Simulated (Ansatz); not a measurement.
# CH5AlF2: the cost of one run

All numbers below are computed with Ansatz 0.2.0 (RKS PBE-D4/6-31G*).

## Step 1: The starting structure

Bond lengths: Al1–C2 2.285 Å, Al1–F3 1.634 Å, Al1–F4 1.636 Å, Al1–H5 1.694 Å, C2–H7 1.092 Å, C2–H8 1.105 Å, C2–H9 1.093 Å. Angles: Al1–C2–H7 119.2°, Al1–C2–H8 100.2°, Al1–C2–H9 118.0°, H7–C2–H8 103.5°, H7–C2–H9 109.2°, H8–C2–H9 103.7°, C2–Al1–F3 115.4°, C2–Al1–F4 116.3°, C2–Al1–H5 37.8°, F3–Al1–F4 120.9°, F3–Al1–H5 118.8°, F4–Al1–H5 119.3°.

Coordinates:

```xyz
9

Al   -0.8308   -0.0531   -0.9246
C     0.9057    0.2138    0.5357
F    -0.6279   -1.2198   -2.0512
F    -1.7166    1.2832   -1.2486
H    -0.3648   -0.3716    0.6724
H    -1.2268   -0.8091    0.8847
H     0.7814    0.8753    1.3957
H     1.6205    0.7577   -0.1079
H     1.4593   -0.6764    0.8437
```

## Step 2: A restrained relaxation towards end A

Springs on the bonds that form and break draw the guess towards this end; the thresholds are loose.

The input, input.yaml:

```yaml
crystal:
  periodic: [false, false, false]
  atoms:
    - { symbol: Al, position_ang: [-0.8308, -0.0531, -0.9246] }
    - { symbol: C, position_ang: [0.9057, 0.2138, 0.5357] }
    - { symbol: F, position_ang: [-0.6279, -1.2198, -2.0512] }
    - { symbol: F, position_ang: [-1.7166, 1.2832, -1.2486] }
    - { symbol: H, position_ang: [-0.3648, -0.3716, 0.6724] }
    - { symbol: H, position_ang: [-1.2268, -0.8091, 0.8847] }
    - { symbol: H, position_ang: [0.7814, 0.8753, 1.3957] }
    - { symbol: H, position_ang: [1.6205, 0.7577, -0.1079] }
    - { symbol: H, position_ang: [1.4593, -0.6764, 0.8437] }
basis:
  gaussian: { orbitals: "6-31G*" }
hamiltonian:
  xc: pbe
  dispersion: d4
relax:
  f_tol: 0.15
  max_steps: 25
  restrain:
    - { distance: [0, 5], at: 2.82, k: 30.0 }
    - { distance: [4, 1], at: 2.37, k: 30.0 }
    - { distance: [0, 1], at: 1.97, k: 30.0 }
    - { distance: [4, 5], at: 0.62, k: 30.0 }
output:
  orbitals: {}
```

Run with:

```bash
> ansatz run input.yaml --threads 2 --pin off --max-ram 3072MiB --backend cpu --events-out ev --progress --plain --runs-dir out
```

What time and memory should one allow on 2 threads of Intel Xeon Platinum 8488C (Sapphire Rapids), shared host?

About 8.3 s, with a peak of 0.17 GiB.
